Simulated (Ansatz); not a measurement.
**C8H20GeO2: one species, many methods**

One table from this session's results is given with a row withheld; the runs are named, their logs left out.

Computed with Ansatz 0.2.0, Gaussian basis. Level: functionals in def2-TZVPP, the program's frozen cores in correlated methods.

The runs, in order: LDA (SPW92), PBE-D4, revPBE-D4, BLYP-D4, r2SCAN-D4, B97M-V, PBE0-D4, B3LYP-D4, r2SCANh-D4, r2SCAN0-D4, HSE06-D4, BHLYP-D4, CAM-B3LYP-D4, LC-ωPBE, ωB97X-V, ωB97M-V, B2PLYP, PBE-QIDH; CCSD(T)/def2-SVP; CCSD(T)/def2-TZVPP; MP2/def2-QZVPP; extrapolation to the limit; RPA on PBE.

## The relaxed structure

The geometry comes from an earlier relaxation with PBE0-D4 in a triple-zeta def2 set; it is a stationary point, not always the lowest conformer.

31 atoms, charge 0, spin multiplicity 1.

Atoms are counted from 1 here; the program's logs count them from 0.

Bond lengths: C1–O2 1.407 Å, C1–H12 1.094 Å, C1–H13 1.097 Å, C1–H14 1.095 Å, O2–Ge3 1.776 Å, Ge3–O4 1.790 Å, Ge3–C6 1.958 Å, Ge3–C9 1.967 Å, O4–C5 1.401 Å, C5–H15 1.099 Å, C5–H16 1.098 Å, C5–H17 1.094 Å, C6–C7 1.523 Å, C6–C8 1.524 Å, C6–H18 1.097 Å, C7–H19 1.095 Å, C7–H20 1.092 Å, C7–H21 1.094 Å and more. Angles: O2–C1–H12 108.3°, O2–C1–H13 111.4°, O2–C1–H14 112.3°, H12–C1–H13 107.9°, H12–C1–H14 108.3°, H13–C1–H14 108.5°, C1–O2–Ge3 122.2°, O2–Ge3–O4 102.9°, O2–Ge3–C6 104.6°, O2–Ge3–C9 111.7°, O4–Ge3–C6 111.4°, O4–Ge3–C9 109.5°, C6–Ge3–C9 115.8°, Ge3–O4–C5 121.6°, O4–C5–H15 112.9°, O4–C5–H16 112.2°, O4–C5–H17 108.4°, H15–C5–H16 107.8° and more.

The first run:

in.yaml

```yaml
crystal:
  periodic: [false, false, false]
  atoms:
    - {symbol: C, position_ang: [-1.884979, 0.602302, -2.342229]}
    - {symbol: O, position_ang: [-1.401538, -0.401697, -1.482465]}
    - {symbol: Ge, position_ang: [-0.318667, -0.042633, -0.121747]}
    - {symbol: O, position_ang: [-0.970123, 1.499588, 0.512260]}
    - {symbol: C, position_ang: [-0.238648, 2.292704, 1.406664]}
    - {symbol: C, position_ang: [-0.606988, -1.513092, 1.138057]}
    - {symbol: C, position_ang: [-2.060625, -1.538398, 1.590766]}
    - {symbol: C, position_ang: [0.359949, -1.447206, 2.313963]}
    - {symbol: C, position_ang: [1.536512, 0.222598, -0.718478]}
    - {symbol: C, position_ang: [1.644275, 1.364386, -1.720583]}
    - {symbol: C, position_ang: [2.089300, -1.080359, -1.284579]}
    - {symbol: H, position_ang: [-2.853321, 0.280182, -2.735760]}
    - {symbol: H, position_ang: [-1.210587, 0.760241, -3.193025]}
    - {symbol: H, position_ang: [-2.024699, 1.558409, -1.827678]}
    - {symbol: H, position_ang: [0.807253, 2.430310, 1.099660]}
    - {symbol: H, position_ang: [-0.237985, 1.877354, 2.423197]}
    - {symbol: H, position_ang: [-0.703146, 3.282043, 1.451549]}
    - {symbol: H, position_ang: [-0.401188, -2.422111, 0.560374]}
    - {symbol: H, position_ang: [-2.242915, -2.386124, 2.259852]}
    - {symbol: H, position_ang: [-2.742087, -1.622817, 0.742182]}
    - {symbol: H, position_ang: [-2.319893, -0.625315, 2.133777]}
    - {symbol: H, position_ang: [0.219513, -2.305982, 2.978564]}
    - {symbol: H, position_ang: [0.196866, -0.547964, 2.915220]}
    - {symbol: H, position_ang: [1.406097, -1.447351, 1.995751]}
    - {symbol: H, position_ang: [2.108376, 0.484812, 0.180050]}
    - {symbol: H, position_ang: [1.114641, 1.124704, -2.646216]}
    - {symbol: H, position_ang: [1.225197, 2.296528, -1.334620]}
    - {symbol: H, position_ang: [2.690801, 1.550799, -1.984450]}
    - {symbol: H, position_ang: [1.508328, -1.411494, -2.150113]}
    - {symbol: H, position_ang: [2.076932, -1.889745, -0.549724]}
    - {symbol: H, position_ang: [3.125646, -0.951869, -1.614419]}
basis:
  gaussian: {orbitals: def2-TZVPP}
hamiltonian: {xc: lda}
output: {orbitals: {seedname: orbitals}}
```

Command:

```sh
$ ansatz run in.yaml --threads 11 --pin off --events-out ev --progress --plain --max-ram 166912MiB --backend cuda --devices 0, --max-vram 75GiB
```

Steps of the session up to this table: LDA; PBE-D4 (GGA); revPBE-D4 (GGA); BLYP-D4 (GGA); r2SCAN-D4 (meta-GGA); B97M-V (meta-GGA); B3LYP-D4 (hybrid); r2SCANh-D4 (hybrid); r2SCAN0-D4 (hybrid); HSE06-D4 (hybrid); BHLYP-D4 (hybrid); CAM-B3LYP-D4 (range-separated); LC-ωPBE (range-separated); ωB97X-V (range-separated); ωB97M-V (range-separated); B2PLYP (double hybrid); PBE-QIDH (double hybrid).

One table of the session follows, with a row left open; its other results are not shown here.

It belongs to the step «Frontier levels by functional». 

```
  functional  HOMO (eV)  LUMO (eV)  gap (eV)
 LDA (SPW92)      -5.72      -0.40      5.32
      PBE-D4      -5.59      -0.10      5.49
   revPBE-D4      -5.53       0.05      5.59
     BLYP-D4      -5.50      -0.05      5.44
   r2SCAN-D4      -5.85       0.39      6.25
      B97M-V          ?          ?         ?
     PBE0-D4      -6.92       0.74      7.66
    B3LYP-D4      -6.72       0.44      7.16
  r2SCANh-D4      -6.35       0.67      7.02
  r2SCAN0-D4      -7.09       1.07      8.16
    HSE06-D4      -6.52       0.37      6.89
    BHLYP-D4      -8.15       1.42      9.57
CAM-B3LYP-D4      -8.26       1.56      9.82
     LC-ωPBE      -9.52       2.87     12.39
     ωB97X-V      -9.23       2.60     11.83
     ωB97M-V      -9.13       2.22     11.35
```

Estimate the missing values for B97M-V.

As computed: HOMO (eV): -6.01; LUMO (eV): -0.03; gap (eV): 5.98. In the column «HOMO (eV)» it lies between r2SCANh-D4 (-6.35) and r2SCAN-D4 (-5.85).
